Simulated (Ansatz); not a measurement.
## BClH4OSSi, SMILES OB(S)[SiH2]Cl: a geometry optimisation

Program: Ansatz's Python interface.

Script `opt.py`:
```python
'''Minimum-energy structure of BClH4OSSi.'''

import itertools

import ansatz as az
from ase.data import atomic_numbers, covalent_radii
import numpy as np


def main() -> None:
    geometry_ang = [
        ('O', (-0.3388, -0.0976, 1.9154)),
        ('B', (0.2197, 0.1699, 0.5961)),
        ('S', (1.8412, 1.0682, 0.4565)),
        ('Si', (-0.5835, -0.4524, -1.0135)),
        ('Cl', (-1.0635, 1.1532, -2.2848)),
        ('H', (-0.9539, 0.7613, 2.0545)),
        ('H', (2.6176, -0.1379, 0.5743)),
        ('H', (0.2617, -1.3965, -1.7112)),
        ('H', (-1.912, -1.1144, -0.6045)),
    ]
    geometry = az.Crystal.molecule()
    for symbol, xyz in geometry_ang:
        geometry = geometry.atom(symbol, xyz)

    calculation = geometry.calculation().basis(gaussian='cc-pVDZ').functional('CAM-B3LYP')
    symbols = [site.symbol for site in geometry.cartesian_sites]
    start = np.array([site.position_ang for site in geometry.cartesian_sites], dtype=float)
    def progress(event):
        if event['event'] == 'relax_step':
            row = event['data']
            print(f'step {row["step"]:3d}  E = {row["lagrangian_ev"]:.6f} eV  largest force component {row["allowed_force_max_ev_ang"]:.4f} eV/A')


    report = calculation.relax(force_tolerance=0.005).session().plan().execute(on_event=progress).report
    end = np.array(report['positions_ang'])

    print(f'E = {report["free_energy_ev"]:.6f} eV = {report["free_energy_ev"] / 27.211386246:.7f} Ha')
    print('converged:', report['converged'], ' doubts:', report['published_state_doubts'] or 'none')

    # pairs closer than 1.2 times the sum of covalent radii, before or after
    radius = [covalent_radii[atomic_numbers[s]] for s in symbols]
    span = lambda where, i, j: np.linalg.norm(where[i] - where[j])
    bonded = [(i, j) for i, j in itertools.combinations(range(len(symbols)), 2) if min(span(start, i, j), span(end, i, j)) < 1.2 * (radius[i] + radius[j])]
    print('pair        before    after (A)')
    for i, j in bonded:
        print(f'{symbols[i]}{i}-{symbols[j]}{j}'.ljust(10), f'{span(start, i, j):8.4f} {span(end, i, j):8.4f}')


if __name__ == '__main__':
    main()
```

`python opt.py` gives:
```text
step   1  E = -34025.271541 eV  largest force component 3.8376 eV/A
step   2  E = -34025.814138 eV  largest force component 2.0088 eV/A
step   3  E = -34025.964155 eV  largest force component 0.7665 eV/A
step   4  E = -34026.121749 eV  largest force component 1.1374 eV/A
step   5  E = -34026.265193 eV  largest force component 2.5242 eV/A
step   6  E = -34026.624074 eV  largest force component 0.5211 eV/A
step   7  E = -34026.692227 eV  largest force component 0.2706 eV/A
step   8  E = -34026.701003 eV  largest force component 0.3737 eV/A
step   9  E = -34026.741763 eV  largest force component 0.4810 eV/A
step  10  E = -34026.783347 eV  largest force component 0.8820 eV/A
step  11  E = -34026.846305 eV  largest force component 0.9874 eV/A
step  12  E = -34026.942421 eV  largest force component 0.6331 eV/A
step  13  E = -34026.989780 eV  largest force component 0.4251 eV/A
step  14  E = -34027.023438 eV  largest force component 0.5212 eV/A
step  15  E = -34027.033188 eV  largest force component 0.4382 eV/A
step  16  E = -34027.040722 eV  largest force component 0.2694 eV/A
step  17  E = -34027.047843 eV  largest force component 0.0906 eV/A
step  18  E = -34027.052189 eV  largest force component 0.1533 eV/A
step  19  E = -34027.057384 eV  largest force component 0.4052 eV/A
step  20  E = -34027.062896 eV  largest force component 0.2559 eV/A
step  21  E = -34027.069430 eV  largest force component 0.0562 eV/A
step  22  E = -34027.071773 eV  largest force component 0.1991 eV/A
step  23  E = -34027.074208 eV  largest force component 0.1267 eV/A
step  24  E = -34027.076261 eV  largest force component 0.0511 eV/A
step  25  E = -34027.076846 eV  largest force component 0.0081 eV/A
step  26  E = -34027.077163 eV  largest force component 0.0582 eV/A
step  27  E = -34027.077272 eV  largest force component 0.0288 eV/A
step  28  E = -34027.077308 eV  largest force component 0.0033 eV/A
step  29  E = -34027.077319 eV  largest force component 0.0020 eV/A
E = -34027.077448 eV = -1250.4720318 Ha
converged: True  doubts: none
pair        before    after (A)
O0-B1        1.4574   1.3557
O0-H5        1.0656   0.9676
B1-S2        1.8589   1.8143
B1-Si3       1.9035   2.0279
S2-H6        1.4392   1.3587
Si3-Cl4      2.1035   2.1014
Si3-H7       1.4465   1.4915
Si3-H8       1.5396   1.4914
```

Reading the output:
- Total energies depend on the basis set; only differences at equal settings carry meaning.
- The end point is the stationary point reached from this start; no frequency run checks that it is a minimum, and the basis set is modest.
- Run time: 3.5 min on 1 thread of Arm Neoverse V1 (shared host), peak memory 0.36 GiB.
